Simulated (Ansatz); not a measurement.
# C3H3BF2: the cost of one run

Program: Ansatz 0.2.0 through its Python package. Level of theory: PBE/6-31G*. These are calculated values, not measurements.

## (1) Starting point

Bond lengths: F1–B2 1.444 Å, B2–F3 1.446 Å, B2–C4 1.588 Å, C4–C5 1.400 Å, C4–C6 1.400 Å, C5–C6 1.452 Å, C4–H7 1.109 Å, C5–H8 1.084 Å, C6–H9 1.084 Å. Angles (14 of 15 angles, heavy atoms first): F1–B2–F3 119.5°, F1–B2–C4 119.5°, F3–B2–C4 120.1°, B2–C4–C5 114.1°, B2–C4–C6 112.8°, C5–C4–C6 62.5°, C4–C5–C6 58.7°, C4–C6–C5 58.8°, B2–C4–H7 122.3°, C5–C4–H7 116.0°, C6–C4–H7 114.6°, C4–C5–H8 150.7°, C6–C5–H8 150.6°, C4–C6–H9 150.7°.

No structure file is read: the coordinates are typed or built in the script.

## (2) Script

freq.py

```python
'''Vibrations of C3H3BF2.'''

import ansatz as az
from ase import Atoms
from ase.thermochemistry import IdealGasThermo
import numpy as np

BASIS = '6-31G*'
FUNCTIONAL = 'PBE'

c3h3bf2 = (
    az.Crystal.molecule()
    .atom('F', [2.4733, 0.2443, 0.1401])
    .atom('B', [1.2517, -0.4466, -0.2017])
    .atom('F', [1.3113, -1.628, -1.0325])
    .atom('C', [-0.0997, -0.0596, 0.5373])
    .atom('C', [-1.2496, -0.2547, -0.2368])
    .atom('C', [-0.7109, 1.0745, -0.0098])
    .atom('H', [-0.2276, -0.1689, 1.6338])
    .atom('H', [-1.9938, -0.9096, -0.6762])
    .atom('H', [-0.7548, 2.1484, -0.1541])
)

calc = (
    c3h3bf2.calculation()
    .basis(gaussian=BASIS)
    .functional(FUNCTIONAL)
)
symbols = [site.symbol for site in c3h3bf2.cartesian_sites]
start = np.array([site.position_ang for site in c3h3bf2.cartesian_sites], dtype=float)
r = calc.relax(force_tolerance=0.003, max_steps=100).run(threads=1, pin='off').report
end = np.array(r['positions_ang'])

print('final positions (A) and the move of each atom')
for symbol, xyz, old in zip(symbols, end, start):
    print(f'{symbol:2s} {xyz[0]:10.5f} {xyz[1]:10.5f} {xyz[2]:10.5f}   {np.linalg.norm(xyz - old):7.4f}')

# frequencies need a stationary point, so they are taken at the relaxed geometry
minimum = az.Crystal.molecule()
for symbol, xyz in zip(symbols, end):
    minimum = minimum.atom(symbol, xyz.tolist())
vibrating = minimum.calculation().basis(gaussian=BASIS).functional(FUNCTIONAL).phonons(temperatures=(100, 500, 100))
vib = vibrating.run(threads=1, pin='off').report['vibrations']
sums = vib['harmonic_sums']
modes = [m['omega_inv_cm'] for m in sums['modes_at_gamma'] if m['rigid_motion'] == 'no']
print('frequencies (1/cm):', ' '.join(f'{w:.0f}' for w in modes))
print('imaginary modes:', sum(w < 0 for w in modes), ' zero-point energy:', round(sums['zero_point_energy_ev'], 4), 'eV')
# rigid rotor and ideal gas, symmetry number taken as one
gas = IdealGasThermo(vib_energies=[w / 8065.544 for w in modes if w > 0], geometry='linear' if len(modes) == 3 * len(symbols) - 5 else 'nonlinear',
                     atoms=Atoms(symbols, positions=end), symmetrynumber=1, spin=0.0)
print(f'H(298 K) - E = {gas.get_enthalpy(298.15, verbose=False):.4f} eV')
print(f'S(298 K, 1 bar) = {96485.33 * gas.get_entropy(298.15, 1e5, verbose=False):.1f} J/(mol K) with symmetry number 1')

# all hydrogen replaced by deuterium
heavier = vibrating.phonons(masses={'H': 2.014102}).run(threads=1, pin='off').report['vibrations']['harmonic_sums']
print('deuterated (1/cm):', ' '.join(f'{m["omega_inv_cm"]:.0f}' for m in heavier['modes_at_gamma'] if m['rigid_motion'] == 'no'))
print('zero-point energy falls by', round(sums['zero_point_energy_ev'] - heavier['zero_point_energy_ev'], 4), 'eV')
```

## (3) What the engine is handed

The engine receives this input (first run):

```yaml
crystal:
  periodic: [false, false, false]
  atoms:
    - { symbol: F, position_ang: [2.4733, 0.2443, 0.1401] }
    - { symbol: B, position_ang: [1.2517, -0.4466, -0.2017] }
    - { symbol: F, position_ang: [1.3113, -1.628, -1.0325] }
    - { symbol: C, position_ang: [-0.0997, -0.0596, 0.5373] }
    - { symbol: C, position_ang: [-1.2496, -0.2547, -0.2368] }
    - { symbol: C, position_ang: [-0.7109, 1.0745, -0.0098] }
    - { symbol: H, position_ang: [-0.2276, -0.1689, 1.6338] }
    - { symbol: H, position_ang: [-1.9938, -0.9096, -0.6762] }
    - { symbol: H, position_ang: [-0.7548, 2.1484, -0.1541] }
basis:
  gaussian:
    orbitals: "6-31G*"
hamiltonian:
  xc: pbe
relax:
  f_tol: 0.003
  max_steps: 100
```

## (4) The run

Launch:

```
$ python freq.py
```

Q: Estimate wall time and peak memory on 1 thread of Arm Neoverse V1, shared host.

About 4.5 min, with a peak of 0.29 GiB.
